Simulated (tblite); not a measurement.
# CH10GeNOSi2: the cost of one run

Computed with tblite 0.8.0 and PySCF 2.14.0; each step states its level. No surroundings beyond the atoms listed, unless a continuum is named. Atoms count from 0, parts from 1.

## 1. Starting point

16 atoms, charge 0, multiplicity 2; geometry: distance geometry start.

## 2. Geometry optimisation with GFN2-xTB

The job: settings as JSON, then the geometry in Å.

```
{"job": {"kind": "relax", "xc": "GFN2-xTB", "basis": "xTB"}, "charge": 0, "multiplicity": 2}
C      0.219332     0.391010     0.743765
O      0.898696    -0.813319     0.591008
Si     2.516823    -0.401852     0.151179
N     -1.042471     0.039469     1.423718
Si    -1.919606    -1.033086     0.320104
Ge    -0.234190     1.264442    -0.936954
H      2.863870     0.926485     0.690496
H      2.533552    -0.401792    -1.321542
H      3.460877    -1.341511     0.738945
H     -1.570252     0.936118     1.612436
H     -2.801849    -0.221459    -0.534892
H     -0.921690    -1.795961    -0.457232
H     -2.718137    -1.998307     1.051122
H     -1.716967     1.775959    -0.777867
H     -0.254071     0.231382    -2.135751
H      0.668237     2.471804    -1.234887
```

With the program's defaults for keys left out, this is: GFN2-xTB geometry optimisation, gas phase.

Command:

```console
$ OMP_NUM_THREADS=1 python cluster_run.py task.json out
```

The driver reads the jobs from task.json and runs them one after another.

**Question.** How long does this first job take on 1 thread of Arm Neoverse V1, shared host?

About 8.1 s.
